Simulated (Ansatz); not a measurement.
# Al₂GaH (triplet): from Hartree-Fock to the top rungs at a displaced geometry (v1), cc-pVDZ

One table from this session's results is given with a row withheld; the runs are named, their logs left out.

Method: cc-pVDZ, core rule «outside noble gas», up to 24 orbitals frozen; program: Ansatz 0.2.0, Gaussian basis.

To be run: UHF; CCSD(T) on ROHF; CCSD(T) on UHF; BCCD(T) on ROHF; CISD as a restricted active space (open shells left free, so some higher excitations enter); CCSDT(Q) on ROHF; CCSDT(Q) on UHF.

34 further runs of the same task are left out: 2 for a known fault of the program, 16 that didn't finish, 16 set aside as unsound or not needed. Runs told in other sessions of the task aren't counted.

### What is computed

The geometry is a PBE0/def2-TZVP stationary point (not a proven minimum) with its atoms shifted at random (size 0.040 Å). No spin-orbit coupling is included. The filled d shell of Ga may be among the frozen orbitals whatever the setting's name suggests.

4 atoms, charge 0, spin multiplicity 3.

Atoms are counted from 1 here; the program's logs count them from 0.

Bond lengths: Al1–Al2 2.604 Å, Al1–H4 1.950 Å, Al2–Ga3 2.666 Å, Al2–H4 1.868 Å. Angles: Al2–Al1–H4 45.7°, Al1–Al2–Ga3 98.0°, Al1–Al2–H4 48.3°, Ga3–Al2–H4 49.8°, Al1–H4–Al2 86.0°.

The first run:

Input file in.yaml:

```yaml
crystal:
  periodic: [false, false, false]
  atoms:
    - {symbol: Al, position_ang: [-0.025723, 0.631098, 2.613208]}
    - {symbol: Al, position_ang: [-0.026556, -1.278713, 0.842630]}
    - {symbol: Ga, position_ang: [0.021408, 0.242224, -1.346958]}
    - {symbol: H, position_ang: [-0.081369, 0.580474, 0.664832]}
basis:
  gaussian: {orbitals: cc-pVDZ}
magnetization: {spin_polarized: true, initial_magnetization: 2}
hamiltonian: {xc: hf}
output: {orbitals: {seedname: orbitals}}
```

Run with:

```bash
$ ansatz run in.yaml --threads 1 --pin off --events-out ev --progress --plain --max-ram 2393MiB
```

Among the steps run: UHF; CCSD(T) on ROHF; CCSD(T) on UHF; BCCD(T) on ROHF; CISD as a restricted active space (open shells left free, so some higher excitations enter); CCSDT(Q) on ROHF; CCSDT(Q) on UHF.

One of the session's tables, all rows but one given; the rest of the session is left out.

```
   method  from RCCSDT(Q) (kJ/mol)
     ROHF                   +573.8
      UHF                   +545.4
     RMP2                   +137.5
     UMP2                   +156.6
     CISD                    +96.5
    RCCSD                    +38.6
    UCCSD                    +37.3
 RCCSD(T)                     +8.4
 UCCSD(T)                        ?
  BCCD(T)                     +8.4
   RCCSDT                     +2.8
   UCCSDT                     +2.4
RCCSDT(Q)                        0
UCCSDT(Q)                     -0.4
```

Estimate the missing values for UCCSD(T).

**Answer.** from RCCSDT(Q) (kJ/mol): +9.0. In the column «from RCCSDT(Q) (kJ/mol)» it lies between BCCD(T) (+8.4) and UCCSD (+37.3).

Caveats from the session: Restricted and unrestricted rows rest on different reference determinants; a gap between their highest levels can come from leftover correlation error, from unlike frozen cores or from another state.
